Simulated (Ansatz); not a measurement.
Run this with the Ansatz DFT code, driven from Python and show what comes out.

`bcl2h_dimer.py`:
```python
"""Binding of a BCl2H dimer at a trial geometry."""

import logging
import sys

import ansatz as az

logging.basicConfig(stream=sys.stdout, format="%(name)s: %(message)s")
log = logging.getLogger("bcl2h")
log.setLevel(logging.INFO)

FIRST = [
    ("Cl", (-1.598, -0.7275, 0.0193)),
    ("B", (-0.0105, 0.1515, -0.0767)),
    ("Cl", (1.4298, -0.6137, 0.7136)),
    ("H", (0.1787, 1.1898, -0.6561)),
]
SECOND = [
    ("Cl", (-4.4208, -2.6198, 0.8778)),
    ("B", (-6.0032, -2.8554, 0.0158)),
    ("Cl", (-7.4919, -2.1509, 0.772)),
    ("H", (-6.1457, -3.4121, -1.0421)),
]

def energy(atoms, ghosts=()):
    molecule = az.Crystal.molecule()
    for symbol, xyz in atoms:
        molecule = molecule.atom(symbol, xyz)
    calc = (
        molecule.calculation()
        .basis(gaussian="def2-SVP")
        .functional("hf")
    )
    deck = calc.input()
    if ghosts:
        deck = deck.set(az.key.basis.gaussian.ghost_atoms, [{"symbol": s, "position_ang": list(xyz)} for s, xyz in ghosts])
    return az.Session.from_dict(deck).plan().execute().report["free_energy_ev"]


def main() -> None:
    # monomers in their own basis and in the basis of the dimer
    both = energy(FIRST + SECOND)
    alone = energy(FIRST) + energy(SECOND)
    ghosted = energy(FIRST, SECOND) + energy(SECOND, FIRST)
    log.info(f"dimer {both:.6f} eV")
    log.info(f"interaction, uncorrected   {(both - alone):8.3f} eV")
    log.info(f"interaction, counterpoise  {(both - ghosted):8.3f} eV")
    log.info(f"basis-set superposition    {(alone - ghosted):8.3f} eV")


if __name__ == "__main__":
    main()
```

```console
$ python bcl2h_dimer.py
bcl2h: dimer -51376.730268 eV
bcl2h: interaction, uncorrected      0.015 eV
bcl2h: interaction, counterpoise     0.033 eV
bcl2h: basis-set superposition       0.018 eV
```

Uncorrected it is 0.015 eV, with the counterpoise correction 0.033 eV; the difference, 0.02 eV, is the superposition error. In this basis both values are repulsive.

Total energies depend on the basis set; only differences at equal settings carry meaning. The dimer is a generated trial pose of unrelaxed monomers, not a minimum, so the figure is no binding energy, and the basis set is small. Hartree-Fock leaves correlation out, so bond, atomisation and ionisation energies come out well too low. This level lacks the dispersion part of the attraction (electrostatics and induction are there), which can decide the sign where the interaction is weak. It ran for 2.9 s on 1 thread of Arm Neoverse V2, on a shared host, peak memory 0.26 GiB.

(Lines on the test bed's own set-up are left out of the output.)
